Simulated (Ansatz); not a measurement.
Run this with Ansatz 0.2.0 through its Python package and show what comes out.

`scal2_scal2.extxyz`
```text
6
Lattice="0.0 3.77765268 3.77765268 3.77765268 0.0 3.77765268 3.77765268 3.77765268 0.0" Properties=species:S:1:pos:R:3 pbc="T T T"
Sc    3.77765268    3.77765268    3.77765268
Sc    5.66647903    5.66647903    5.66647903
Al    0.94441317    0.94441317    0.94441317
Al    0.94441317    2.83323951    2.83323951
Al    2.83323951    0.94441317    2.83323951
Al    2.83323951    2.83323951    0.94441317
```

The script reads `scal2_sc.extxyz`:
```text
2
Lattice="3.309 0.0 0.0 -1.6545 2.86567806 0.0 0.0 0.0 5.2733" Properties=species:S:1:pos:R:3 pbc="T T T"
Sc   -0.00000000    1.91045204    1.31832500
Sc    1.65450000    0.95522602    3.95497500
```

Input file `scal2_al.vasp`:
```text
Al
1.0
   0.00000000    2.02480500    2.02480500
   2.02480500    0.00000000    2.02480500
   2.02480500    2.02480500    0.00000000
Al
1
Direct
   0.00000000    0.00000000    0.00000000
```

`formation_scal2.py`
```python
"""Is ScAl2 bound against its elements, after relaxing atoms and volume at fixed cell shape."""

from collections import Counter
import logging
import sys
import warnings

import ansatz as az
from ase.io import read
import numpy as np

logging.basicConfig(stream=sys.stdout, format="%(levelname)s:%(name)s:%(message)s")
log = logging.getLogger("run")
log.setLevel(logging.INFO)


def ground_state(name, crystal):
    calc = (
        crystal.calculation()
        .scf(max_iterations=200)
        .basis(630)
        .functional(az.Functional.R2SCAN, dispersion="D3(BJ)")
        .kpoints(spacing=0.3)
        .occupations("fermi_dirac", width=0.1)
        .stress()
    )
    calc = calc.relax(force_tolerance=0.01, fix_cell=["shape"])
    return calc.run(threads=1)


def counts(outcome):
    return Counter(site.symbol for site in outcome.lattice.sites)

def formation_energy(outcome, mu):
    n = counts(outcome)
    return (outcome.report["energy_sigma0_ev"] - sum(k * mu[element] for element, k in n.items())) / sum(n.values())


def volume_per_atom(outcome):
    return abs(np.linalg.det(outcome.lattice.cell_ang)) / len(outcome.lattice.sites)

warnings.simplefilter("ignore", az.DeckWarning)

phases = {}
scal2 = az.Crystal.from_extxyz("scal2_scal2.extxyz")
phases["ScAl2"] = scal2
sc = az.Crystal.from_extxyz("scal2_sc.extxyz")
phases["Sc"] = sc
atoms = read("scal2_al.vasp", format="vasp")
al = az.Crystal.from_ase(atoms)
phases["Al"] = al

done = {name: ground_state(name, crystal) for name, crystal in phases.items()}

# energy of one atom in its reference phase
references = {"Sc": "Sc", "Al": "Al"}
mu = {element: done[name].report["energy_sigma0_ev"] / len(done[name].lattice.sites) for element, name in references.items()}

target = done["ScAl2"]
heat = formation_energy(target, mu)
n = counts(target)
print("cell content:", dict(n), " volume", round(volume_per_atom(target), 3), "A^3/atom")
print("formation energy", round(heat, 4), "eV/atom,", round(heat * sum(n.values()), 4), "eV per cell")
print("bound against the elements" if heat < 0 else "unbound against the elements")
```

`python formation_scal2.py` gives:
```text
cell content: {<Element.SC: 'Sc'>: 2, <Element.AL: 'Al'>: 4}  volume 17.669 A^3/atom
formation energy -0.5705 eV/atom, -3.423 eV per cell
bound against the elements
```

Notes:
- The settings weren't tested for convergence.
- The dispersion term runs with damping parameters of another functional.
- Dispersion corrections can be off by several per cent in the lattices of metals, and by several GPa in the pressure at a fixed cell.
- For the metals among these phases the mesh is modest: differences between phases can be off by up to 40 meV an atom.
- Atoms and volume are relaxed with the cell's shape held, which in cells of lower than cubic symmetry can hide stresses and shift volumes.
- The cells come from databases of deposited and of computed structures, and not all need be stable phases.
- The compound is the structure given, not necessarily its lowest; energies are at zero temperature, with no correction for gases. A semilocal functional's error on such energies is often 0.05 to 0.1 eV an atom, and 0.1 to 0.3 eV against gases such as O2 or F2.
- The script silences the warnings on its input, which a real study should read.
- Wall time of the script: 34 s on 1 thread of Arm Neoverse V2 (shared host), peak memory 0.91 GiB.
